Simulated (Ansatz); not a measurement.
# C₂H₇GeNO: up Jacob's ladder to CCSD(T)

The task here is to estimate one member of a computed series from the others.

Computed with Ansatz 0.2.0, Gaussian basis. Level: functionals in def2-TZVPP, the program's frozen cores in correlated methods.

The runs, in order: PBE-D4, r2SCAN-D4, PBE0-D4, B3LYP-D4, ωB97X-V, ωB97M-V, B2PLYP; CCSD(T)/def2-TZVPP; MP2/def2-QZVPP; extrapolation to the limit.

**The geometry**

An earlier PBE0-D4 in a triple-zeta def2 set relaxation fixed the geometry.

12 atoms, charge 0, spin multiplicity 1.

Atoms are counted from 1 here; the program's logs count them from 0.

Bond lengths: C1–Ge2 2.005 Å, C1–H6 1.095 Å, C1–H7 1.092 Å, C1–H8 1.092 Å, Ge2–O3 2.165 Å, Ge2–H9 1.598 Å, O3–C4 1.227 Å, C4–N5 1.329 Å, C4–H10 1.099 Å, N5–H11 1.007 Å, N5–H12 1.004 Å. Angles: Ge2–C1–H6 107.7°, Ge2–C1–H7 111.6°, Ge2–C1–H8 112.3°, H6–C1–H7 107.8°, H6–C1–H8 107.8°, H7–C1–H8 109.5°, C1–Ge2–O3 91.3°, C1–Ge2–H9 94.9°, O3–Ge2–H9 88.1°, Ge2–O3–C4 116.5°, O3–C4–N5 123.0°, O3–C4–H10 121.1°, N5–C4–H10 115.9°, C4–N5–H11 119.7°, C4–N5–H12 120.9°, H11–N5–H12 119.4°.

Geometry (Å):

```xyz
12

C    -2.3044    0.6537   -0.1537
Ge   -1.2508   -0.9979   -0.5802
O     0.6155    0.0409   -0.2284
C     1.4724   -0.5717    0.4005
N     2.6724   -0.0681    0.6685
H    -3.2998    0.5383   -0.5964
H    -2.4306    0.7824    0.9233
H    -1.8535    1.5529   -0.5776
H    -1.0864   -0.6582   -2.1327
H     1.2825   -1.5858    0.7781
H     2.9102    0.8556    0.3446
H     3.3494   -0.5972    1.1879
```

The first run:

in.yaml

```yaml
crystal:
  periodic: [false, false, false]
  atoms:
    - {symbol: C, position_ang: [-2.304425, 0.653717, -0.153697]}
    - {symbol: Ge, position_ang: [-1.250839, -0.997888, -0.580207]}
    - {symbol: O, position_ang: [0.615533, 0.040881, -0.228355]}
    - {symbol: C, position_ang: [1.472363, -0.571688, 0.400517]}
    - {symbol: N, position_ang: [2.672448, -0.068131, 0.668512]}
    - {symbol: H, position_ang: [-3.299823, 0.538290, -0.596371]}
    - {symbol: H, position_ang: [-2.430561, 0.782405, 0.923301]}
    - {symbol: H, position_ang: [-1.853535, 1.552880, -0.577609]}
    - {symbol: H, position_ang: [-1.086380, -0.658194, -2.132668]}
    - {symbol: H, position_ang: [1.282507, -1.585838, 0.778056]}
    - {symbol: H, position_ang: [2.910213, 0.855554, 0.344602]}
    - {symbol: H, position_ang: [3.349398, -0.597187, 1.187920]}
basis:
  gaussian: {orbitals: def2-TZVPP}
hamiltonian: {xc: pbe, dispersion: d4}
output: {forces: true, orbitals: {seedname: orbitals}}
```

On the command line:

```console
ansatz run in.yaml --threads 4 --pin off --events-out ev --progress --plain --max-ram 10444MiB
```

Steps of the session up to this table: PBE-D4 (GGA); r2SCAN-D4 (meta-GGA); PBE0-D4 (hybrid); B3LYP-D4 (hybrid); ωB97X-V (range-separated); ωB97M-V (range-separated); B2PLYP (double hybrid); CCSD(T) in def2-TZVPP; MP2 in def2-QZVPP.

One of the session's tables, all rows but one given; the rest of the session is left out.

```
            method  atomisation energy (kcal/mol)
            PBE-D4                         1058.2
         r2SCAN-D4                         1032.6
           PBE0-D4                         1031.9
          B3LYP-D4                         1034.5
           ωB97X-V                         1034.4
           ωB97M-V                         1033.7
            B2PLYP                         1021.3
     HF/def2-TZVPP                          715.8
    MP2/def2-TZVPP                         1015.7
   CCSD/def2-TZVPP                          985.2
CCSD(T)/def2-TZVPP                         1002.7
           MP2/CBS                              ?
       CCSD(T)/CBS                         1030.6
```

Estimate the missing values for MP2/CBS.

**Answer.** atomisation energy (kcal/mol): 1043.6. In the column «atomisation energy (kcal/mol)» it lies between B3LYP-D4 (1034.5) and PBE-D4 (1058.2).

Among the levels timed on like hardware and quicker than the yardstick, those that no quicker one beats, quickest first: PBE-D4 (2.3 s, +27.6 kcal/mol); PBE0-D4 (2.6 s, +1.3 kcal/mol).

B2PLYP carry no dispersion term (for B3LYP, D4 adds 8.2 kcal/mol).
